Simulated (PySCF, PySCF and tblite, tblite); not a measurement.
**C₃H₁₁B₃P−: a path driven as pyramidal inversion, and NMR exchange**

Aim: the barrier and rate of pyramidal inversion in C₃H₁₁B₃P− (`C=CC[BH2-]BBP`), and what it does to NMR lines.

Programs: PySCF 2.14.0 with density-fitted response routines of our own, and tblite 0.8.0. All values are computed, except where a source is named. Atoms count from 0 throughout.

## 1. The starting structure

18 atoms, charge -1, multiplicity 1; geometry from: force field or distance geometry start.

Bonds of the start (Å): B3–B4 1.67, B3–H12 1.21, B3–H13 1.18, B4–B5 1.67, B4–H14 1.17, B5–H15 1.17, B5–P6 1.94, C0–C1 1.32, C0–H7 1.09, C0–H8 1.08, C1–C2 1.52, C1–H9 1.10, C2–B3 1.61, C2–H10 1.11, C2–H11 1.11, P6–H16 1.46, P6–H17 1.45.

## 2. GFN2-xTB relaxation, start minimum

What the job is given:

```
{"job": {"xc": "GFN2-xTB", "basis": "xTB", "kind": "relax"}, "charge": -1, "multiplicity": 1}
C     -3.206100     0.356200    -0.636000
C     -2.544500    -0.550700     0.059300
C     -1.044300    -0.733600    -0.072500
B     -0.252100     0.490900     0.609700
B      1.400000     0.228100     0.547100
B      2.184600     0.210200    -0.923900
P      4.100600    -0.050100    -0.999300
H     -4.283900     0.452200    -0.516100
H     -2.697900     1.016900    -1.327000
H     -3.089000    -1.217300     0.740900
H     -0.791000    -0.802000    -1.154700
H     -0.761300    -1.684600     0.417500
H     -0.575500     0.568700     1.774100
H     -0.505400     1.509400     0.067700
H      2.017400     0.120200     1.540300
H      1.577400     0.357800    -1.910300
H      4.083400    -1.186100    -0.086900
H      4.378700     0.920000     0.041200
```

The run is started by

```sh
> OMP_NUM_THREADS=1 python ens_run.py task.json out
```

This one command runs the whole study; its stages follow in the order run.

The log of the run:

```text
step      E/eV     max force
  0    -498.31579    1.839
  1    -498.44003    0.742
  2    -498.50957    0.700
  3    -498.53525    0.438
  4    -498.56912    0.518
  5    -498.60001    0.363
  6    -498.61075    0.240
  7    -498.61789    0.195
  8    -498.62425    0.196
  9    -498.63086    0.195
 10    -498.63697    0.182
 11    -498.64189    0.207
 12    -498.64659    0.201
 13    -498.65389    0.245
 14    -498.66472    0.364
 15    -498.67974    0.420
 16    -498.71120    0.673
 17    -498.74651    0.802
 18    -498.81692    0.920
 19    -498.89367    1.214
 20    -498.99560    1.207
 21    -499.09689    0.861
 22    -499.18160    0.719
 23    -499.23646    0.680
 24    -499.27177    0.483
 25    -499.28711    0.707
 26    -499.30522    0.307
 27    -499.32111    0.274
 28    -499.33520    0.241
 29    -499.34396    0.207
 30    -499.35035    0.167
 31    -499.35547    0.173
 32    -499.36097    0.188
 33    -499.36663    0.189
 34    -499.37204    0.209
 35    -499.37798    0.206
 36    -499.38531    0.223
 37    -499.39333    0.200
 38    -499.40062    0.176
 39    -499.40698    0.216
 40    -499.41338    0.237
 41    -499.42100    0.220
 42    -499.42961    0.223
 43    -499.43753    0.196
 44    -499.44437    0.186
 45    -499.45143    0.197
 46    -499.45988    0.260
 47    -499.46799    0.299
 48    -499.46917    0.360
 49    -499.47894    0.187
 50    -499.48285    0.166
 51    -499.49094    0.227
 52    -499.49685    0.212
 53    -499.50447    0.257
 54    -499.51079    0.244
 55    -499.51669    0.185
 56    -499.52168    0.191
 57    -499.52685    0.185
 58    -499.53157    0.145
 59    -499.53618    0.158
 60    -499.54073    0.143
 61    -499.54519    0.175
 62    -499.54883    0.179
 63    -499.55234    0.175
 64    -499.55623    0.148
 65    -499.56319    0.147
 66    -499.56731    0.173
 67    -499.57361    0.156
 68    -499.57784    0.163
 69    -499.58160    0.151
 70    -499.58444    0.175
 71    -499.58656    0.179
 72    -499.58927    0.083
 73    -499.59070    0.081
 74    -499.59151    0.086
 75    -499.59268    0.084
 76    -499.59427    0.086
 77    -499.59594    0.111
 78    -499.59759    0.110
 79    -499.59889    0.071
 80    -499.59996    0.061
 81    -499.60106    0.076
 82    -499.60236    0.090
 83    -499.60386    0.092
 84    -499.60544    0.101
 85    -499.60701    0.091
 86    -499.60865    0.092
 87    -499.61049    0.108
 88    -499.61247    0.107
 89    -499.61446    0.098
 90    -499.61636    0.111
 91    -499.61822    0.132
 92    -499.62016    0.127
 93    -499.62221    0.138
 94    -499.62440    0.122
 95    -499.62665    0.113
 96    -499.62902    0.138
 97    -499.63117    0.130
 98    -499.63286    0.099
 99    -499.63408    0.096
100    -499.63531    0.093
101    -499.63658    0.120
102    -499.63791    0.128
103    -499.63892    0.096
104    -499.63972    0.080
105    -499.64051    0.068
106    -499.64142    0.110
107    -499.64251    0.117
108    -499.64355    0.073
109    -499.64429    0.060
110    -499.64477    0.065
111    -499.64521    0.060
112    -499.64560    0.054
113    -499.64599    0.043
114    -499.64627    0.042
115    -499.64652    0.044
116    -499.64683    0.050
117    -499.64727    0.060
118    -499.64789    0.065
119    -499.64861    0.065
120    -499.64937    0.059
121    -499.65017    0.064
122    -499.65111    0.079
123    -499.65215    0.091
124    -499.65312    0.092
125    -499.65395    0.074
126    -499.65467    0.058
127    -499.65533    0.074
128    -499.65589    0.061
129    -499.65633    0.047
130    -499.65670    0.058
131    -499.65710    0.074
132    -499.65754    0.061
133    -499.65793    0.044
134    -499.65816    0.047
135    -499.65854    0.066
136    -499.65909    0.100
137    -499.65989    0.116
138    -499.66071    0.093
139    -499.66140    0.060
140    -499.66198    0.060
141    -499.66258    0.076
142    -499.66319    0.071
143    -499.66374    0.071
144    -499.66423    0.069
145    -499.66466    0.098
146    -499.66519    0.086
147    -499.66567    0.053
148    -499.66609    0.035
149    -499.66621    0.035
150    -499.66647    0.033
151    -499.66665    0.039
152    -499.66686    0.040
153    -499.66706    0.036
154    -499.66727    0.030
155    -499.66742    0.034
156    -499.66765    0.033
157    -499.66781    0.033
158    -499.66792    0.026
159    -499.66800    0.028
160    -499.66809    0.028
161    -499.66817    0.022
162    -499.66822    0.017
163    -499.66825    0.011
164    -499.66828    0.010
165    -499.66832    0.012
166    -499.66835    0.015
167    -499.66839    0.014
168    -499.66843    0.014
169    -499.66846    0.014
170    -499.66849    0.014
171    -499.66854    0.020
172    -499.66860    0.022
173    -499.66867    0.028
174    -499.66873    0.028
175    -499.66879    0.020
176    -499.66886    0.021
177    -499.66894    0.023
178    -499.66902    0.031
179    -499.66912    0.033
180    -499.66922    0.029
181    -499.66932    0.024
182    -499.66938    0.025
183    -499.66943    0.019
184    -499.66946    0.015
185    -499.66951    0.012
186    -499.66954    0.013
187    -499.66957    0.011
188    -499.66959    0.011
189    -499.66961    0.011
190    -499.66963    0.011
191    -499.66965    0.010
192    -499.66967    0.008
193    -499.66968    0.008
194    -499.66969    0.009
195    -499.66970    0.009
196    -499.66971    0.006
197    -499.66972    0.006
198    -499.66972    0.007
199    -499.66973    0.011
200    -499.66974    0.012
201    -499.66975    0.007
202    -499.66976    0.006
203    -499.66977    0.010
204    -499.66979    0.014
205    -499.66982    0.017
206    -499.66986    0.020
207    -499.66991    0.023
208    -499.66996    0.022
209    -499.67003    0.033
210    -499.67011    0.036
211    -499.67020    0.027
212    -499.67027    0.024
213    -499.67034    0.020
214    -499.67042    0.024
215    -499.67050    0.024
216    -499.67057    0.023
217    -499.67062    0.021
218    -499.67066    0.025
219    -499.67070    0.023
220    -499.67074    0.014
221    -499.67077    0.010
222    -499.67079    0.012
223    -499.67081    0.016
224    -499.67084    0.012
225    -499.67086    0.008
226    -499.67087    0.007
227    -499.67087    0.007
228    -499.67088    0.005
229    -499.67089    0.005
230    -499.67089    0.008
231    -499.67090    0.009
232    -499.67091    0.008
233    -499.67091    0.006
234    -499.67091    0.004
235    -499.67091    0.005
236    -499.67092    0.005
237    -499.67092    0.005
238    -499.67092    0.004
239    -499.67093    0.004
240    -499.67093    0.005
241    -499.67093    0.005
242    -499.67093    0.005
243    -499.67094    0.005
244    -499.67094    0.005
245    -499.67095    0.007
246    -499.67095    0.007
247    -499.67096    0.005
248    -499.67096    0.006
249    -499.67097    0.007
250    -499.67097    0.007
251    -499.67098    0.006
252    -499.67098    0.003
253    -499.67098    0.004
254    -499.67099    0.005
255    -499.67099    0.004
256    -499.67099    0.002
```

It took 1.7 s on 1 thread of Intel Xeon Platinum 8488C, shared host.

The energy fell by 1.355 eV, and the atoms moved 1.02 Å (root mean square).

## 3. Relaxed scan, inversion

What the job is given:

```
{"job": {"xc": "GFN2-xTB", "basis": "xTB", "coordinate": [["t", [17, 5, 16, 6], 0.3333333333333333], ["t", [5, 16, 17, 6], 0.3333333333333333], ["t", [16, 17, 5, 6], 0.3333333333333333]], "kind": "drive"}, "charge": -1, "multiplicity": 1}
C     -3.241445    -0.128676    -0.757865
C     -2.182054    -0.661394    -0.157738
C     -0.775857    -0.304487    -0.388052
B     -0.184568     0.599865     0.896421
B      1.506753     1.018747     0.824071
B      2.188587     0.616667    -0.531533
P      2.883088    -1.158443    -0.882263
H     -4.256885    -0.385513    -0.487642
H     -3.136066     0.611413    -1.536828
H     -2.351284    -1.393852     0.627915
H     -0.677176     0.250753    -1.324017
H     -0.172587    -1.215343    -0.467519
H     -0.355604    -0.012078     1.930602
H     -0.786902     1.651742     0.960281
H      1.882940     1.549156     1.809848
H      2.193515     1.241653    -1.544745
H      3.279567    -1.526901     0.404234
H      4.177219    -0.746990    -1.204146
```

The log of the run:

```text
point  coordinate     E/eV
  0    -41.000     -499.53367
  1    -28.200     -499.22274
  2    -14.100     -498.98391
  3      0.200     -498.91930
  4     14.400     -499.02377
  5     28.300     -499.28440
  6     40.700     -499.58053
  7     50.400     -499.70892
```

It took 2.2 s on 1 thread of Intel Xeon Platinum 8488C, shared host.

The highest point is number 3, 14.2 kcal/mol above the first.

## 4. Nudged elastic band, leg 1

The job, as its differences from that of step 3:

```diff
@@ -1,2 +1,2 @@
-{"job": {"xc": "GFN2-xTB", "basis": "xTB", "coordinate": [["t", [17, 5, 16, 6], 0.3333333333333333], ["t", [5, 16, 17, 6], 0.3333333333333333], ["t", [16, 17, 5, 6], 0.3333333333333333]], "kind": "drive"}, "charge": -1, "multiplicity": 1}
+{"job": {"xc": "GFN2-xTB", "basis": "xTB", "kind": "neb"}, "charge": -1, "multiplicity": 1}
 C     -3.241445    -0.128676    -0.757865
```

The log of the run:

```text
image   E - E0 / eV
  0       0.0000
  1       0.1258
  2       0.7556
  3       0.1354
  4       0.0036
  5      -0.0302
  6      -0.0406
```

It took 1.7 s on 1 thread of Intel Xeon Platinum 8488C, shared host; peak memory 0.2 GiB.

The highest point is number 2, 17.4 kcal/mol above the first.

## 5. Saddle search, leg 1

What the job is given:

```
{"job": {"xc": "GFN2-xTB", "basis": "xTB", "kind": "saddle"}, "charge": -1, "multiplicity": 1}
C     -3.264478    -0.148588    -0.667131
C     -2.207536    -0.683218    -0.061094
C     -0.805729    -0.305016    -0.259790
B     -0.268671     0.635877     1.033490
B      1.376800     1.087259     0.935636
B      2.307884     0.711383    -0.330212
P      3.273204    -0.808208    -0.532847
H     -4.281834    -0.411362    -0.411684
H     -3.151905     0.605717    -1.431701
H     -2.383704    -1.428716     0.711103
H     -0.690679     0.247948    -1.195767
H     -0.177812    -1.200133    -0.311946
H     -0.432485     0.014785     2.069910
H     -0.952448     1.640775     1.099611
H      1.760576     1.738070     1.851897
H      2.402836     1.370852    -1.314208
H      3.432736    -1.815473     0.369629
H      4.063245    -1.251952    -1.554896
```

The log of the run:

```text
step      E/eV     max force
  0    -498.91543   0.0370
  1    -498.91901   0.0279
  2    -498.91976   0.0604
  3    -498.91978   0.0172
  4    -498.92021   0.0184
  5    -498.92039   0.0238
  6    -498.92067   0.0099
  7    -498.92080   0.0305
  8    -498.92078   0.0028
lowest wavenumbers (cm-1): -607.8 23.0 39.2 88.3 113.4 130.7
```

It took 5.2 s on 1 thread of Intel Xeon Platinum 8488C, shared host; peak memory 0.2 GiB.

Point group C1; 1 imaginary mode, 608i cm⁻¹, carried by H17, H16, P6. Steps downhill from it reached both ends.

## 6. Shieldings, start: revPBE/pcSseg-1

What the job is given:

```
{"job": {"kind": "nmr", "xc": "revPBE", "basis": "pcSseg-1", "pop": false}, "charge": -1, "multiplicity": 1}
C     -3.241445    -0.128676    -0.757865
C     -2.182054    -0.661394    -0.157738
C     -0.775857    -0.304487    -0.388052
B     -0.184568     0.599865     0.896421
B      1.506753     1.018747     0.824071
B      2.188587     0.616667    -0.531533
P      2.883088    -1.158443    -0.882263
H     -4.256885    -0.385513    -0.487642
H     -3.136066     0.611413    -1.536828
H     -2.351284    -1.393852     0.627915
H     -0.677176     0.250753    -1.324017
H     -0.172587    -1.215343    -0.467519
H     -0.355604    -0.012078     1.930602
H     -0.786902     1.651742     0.960281
H      1.882940     1.549156     1.809848
H      2.193515     1.241653    -1.544745
H      3.279567    -1.526901     0.404234
H      4.177219    -0.746990    -1.204146
```

The log of the run:

```text
coarse grid: 14960 points
cycle   1  E = -536.3737890159  dE =  2.805e-01  |g| = 7.650e-01  |ddm| = 3.817e+00
cycle   2  E = -535.3529260174  dE =  1.021e+00  |g| = 1.760e+00  |ddm| = 5.678e+00
cycle   3  E = -536.5459932111  dE = -1.193e+00  |g| = 3.557e-01  |ddm| = 5.156e+00
cycle   4  E = -536.5830031005  dE = -3.701e-02  |g| = 1.834e-01  |ddm| = 7.454e-01
cycle   5  E = -536.5933381264  dE = -1.034e-02  |g| = 6.701e-02  |ddm| = 2.544e-01
cycle   6  E = -536.5946362724  dE = -1.298e-03  |g| = 2.156e-02  |ddm| = 9.893e-02
cycle   7  E = -536.5947446755  dE = -1.084e-04  |g| = 9.007e-03  |ddm| = 2.985e-02
cycle   8  E = -536.5947687291  dE = -2.405e-05  |g| = 2.340e-03  |ddm| = 1.205e-02
cycle   9  E = -536.5947703932  dE = -1.664e-06  |g| = 8.123e-04  |ddm| = 4.510e-03
final grid: 138272 points
cycle  10  E = -536.6423977544  dE = -5.429e-05  |g| = 1.426e-02  |ddm| = 5.840e-02
cycle  11  E = -536.6422260878  dE =  1.717e-04  |g| = 2.600e-02  |ddm| = 5.555e-02
cycle  12  E = -536.6424572145  dE = -2.311e-04  |g| = 5.183e-03  |ddm| = 4.089e-02
cycle  13  E = -536.6424659038  dE = -8.689e-06  |g| = 8.890e-04  |ddm| = 6.239e-03
cycle  14  E = -536.6424661342  dE = -2.304e-07  |g| = 3.190e-04  |ddm| = 1.762e-03
cycle  15  E = -536.6424661627  dE = -2.843e-08  |g| = 9.034e-05  |ddm| = 4.447e-04
cycle  16  E = -536.6424661646  dE = -1.971e-09  |g| = 4.134e-05  |ddm| = 1.499e-04
cycle  17  E = -536.6424661652  dE = -5.639e-10  |g| = 9.966e-06  |ddm| = 6.029e-05
converged SCF energy = -536.6424661652

GIAO shielding tensors (ppm)
atom      isotropic    diamagn.    paramagn.     s11        s22        s33       span
  0 C       88.499     251.596    -163.097     -3.426    120.844    148.079    151.505
  1 C       20.752     252.821    -232.069   -110.868     26.958    146.165    257.033
  2 C      144.514     248.863    -104.349    125.404    137.226    170.913     45.509
  3 B      115.673     187.150     -71.477    101.396    118.079    127.545     26.150
  4 B      -26.188     195.004    -221.192   -157.447    -16.842     95.724    253.172
  5 B       18.754     199.536    -180.782   -109.212     21.311    144.162    253.374
  6 P      543.714     967.480    -423.766    500.358    547.098    583.685     83.327
  7 H       27.812      28.987      -1.175     24.886     26.605     31.946      7.059
  8 H       27.590      33.009      -5.419     25.106     26.600     31.063      5.958
  9 H       25.323      31.685      -6.362     21.829     25.825     28.314      6.485
 10 H       30.065      34.562      -4.497     26.263     31.068     32.863      6.600
 11 H       30.022      33.280      -3.259     25.705     28.582     35.778     10.072
 12 H       29.654      30.652      -0.997     27.864     28.591     32.508      4.644
 13 H       30.074      30.391      -0.317     27.791     30.099     32.333      4.542
 14 H       19.688      31.428     -11.740      4.558     25.513     28.993     24.436
 15 H       22.346      31.212      -8.866     11.311     25.897     29.831     18.520
 16 H       29.818      30.823      -1.004     25.139     28.105     36.211     11.071
 17 H       30.170      29.461       0.709     25.833     27.247     37.430     11.596
```

It took 34 s on 1 thread of Intel Xeon Platinum 8488C, shared host; peak memory 0.64 GiB.

This run: HOMO -0.75 eV, LUMO 2.35 eV.

## 7. Shieldings, saddle of leg 1: revPBE/pcSseg-1

What the job is given:

```
{"job": {"kind": "nmr", "xc": "revPBE", "basis": "pcSseg-1", "pop": false}, "charge": -1, "multiplicity": 1}
C     -3.275292    -0.209666    -0.640856
C     -2.155736    -0.687130    -0.104436
C     -0.795757    -0.187024    -0.329210
B     -0.250791     0.678064     1.011169
B      1.385243     1.164466     0.929805
B      2.338040     0.697179    -0.287305
P      3.200315    -0.885839    -0.470364
H     -4.256471    -0.576424    -0.369772
H     -3.257613     0.594878    -1.360965
H     -2.239436    -1.490361     0.624281
H     -0.767660     0.444537    -1.221454
H     -0.110665    -1.026570    -0.483344
H     -0.290031    -0.051865     1.991090
H     -1.002403     1.610304     1.218002
H      1.737497     1.871180     1.816686
H      2.482364     1.336918    -1.279437
H      3.336003    -1.870747     0.460481
H      3.922394    -1.411902    -1.504371
```

The log of the run:

```text
coarse grid: 14960 points
cycle   1  E = -536.3198107545  dE =  4.021e-01  |g| = 8.246e-01  |ddm| = 3.855e+00
cycle   2  E = -533.3698655748  dE =  2.950e+00  |g| = 2.518e+00  |ddm| = 1.870e+01
cycle   3  E = -536.5299129156  dE = -3.160e+00  |g| = 3.526e-01  |ddm| = 1.855e+01
cycle   4  E = -536.5666220415  dE = -3.671e-02  |g| = 2.089e-01  |ddm| = 9.275e-01
cycle   5  E = -536.5775926824  dE = -1.097e-02  |g| = 9.649e-02  |ddm| = 3.166e-01
cycle   6  E = -536.5802566217  dE = -2.664e-03  |g| = 3.583e-02  |ddm| = 1.365e-01
cycle   7  E = -536.5805919835  dE = -3.354e-04  |g| = 1.003e-02  |ddm| = 4.500e-02
cycle   8  E = -536.5806204055  dE = -2.842e-05  |g| = 3.125e-03  |ddm| = 1.505e-02
cycle   9  E = -536.5806230979  dE = -2.692e-06  |g| = 7.885e-04  |ddm| = 4.594e-03
final grid: 138272 points
cycle  10  E = -536.6260907065  dE = -4.329e-05  |g| = 1.433e-02  |ddm| = 5.691e-02
cycle  11  E = -536.6258908468  dE =  1.999e-04  |g| = 2.724e-02  |ddm| = 5.896e-02
cycle  12  E = -536.6261536145  dE = -2.628e-04  |g| = 4.330e-03  |ddm| = 4.486e-02
cycle  13  E = -536.6261594819  dE = -5.867e-06  |g| = 9.245e-04  |ddm| = 5.547e-03
cycle  14  E = -536.6261597136  dE = -2.317e-07  |g| = 3.804e-04  |ddm| = 1.595e-03
cycle  15  E = -536.6261597559  dE = -4.228e-08  |g| = 7.346e-05  |ddm| = 4.981e-04
cycle  16  E = -536.6261597576  dE = -1.661e-09  |g| = 2.337e-05  |ddm| = 1.519e-04
cycle  17  E = -536.6261597578  dE = -1.817e-10  |g| = 7.043e-06  |ddm| = 4.963e-05
converged SCF energy = -536.6261597578

GIAO shielding tensors (ppm)
atom      isotropic    diamagn.    paramagn.     s11        s22        s33       span
  0 C       90.165     251.520    -161.355     -1.088    123.860    147.722    148.810
  1 C       20.590     253.035    -232.445   -112.387     27.535    146.623    259.010
  2 C      143.278     247.904    -104.626    119.980    138.329    171.525     51.545
  3 B      112.286     186.340     -74.054     96.043    116.255    124.559     28.516
  4 B      -34.143     192.339    -226.481   -186.950    -23.592    108.115    295.065
  5 B       47.317     198.626    -151.309    -53.065     38.950    156.067    209.132
  6 P      532.194     970.348    -438.154    453.586    513.357    629.640    176.054
  7 H       27.866      29.165      -1.299     24.830     26.668     32.100      7.270
  8 H       27.621      33.046      -5.425     25.119     26.727     31.016      5.897
  9 H       25.263      32.030      -6.767     21.694     25.840     28.254      6.560
 10 H       30.217      34.351      -4.134     26.871     31.106     32.675      5.804
 11 H       29.401      33.532      -4.130     25.043     27.755     35.407     10.364
 12 H       29.885      30.121      -0.237     28.152     28.581     32.921      4.769
 13 H       29.800      30.038      -0.238     27.392     29.566     32.442      5.050
 14 H       18.873      30.518     -11.645      2.564     25.255     28.801     26.237
 15 H       23.622      30.422      -6.800     14.714     26.523     29.629     14.915
 16 H       29.428      32.562      -3.134     24.486     27.188     36.611     12.125
 17 H       28.417      31.083      -2.666     23.748     24.487     37.016     13.268
```

Wall time 34 s (1 thread of Intel Xeon Platinum 8488C, shared host); peak memory 0.65 GiB.

This run: HOMO -0.62 eV, LUMO 2.29 eV.

[end of part 1 of 2]
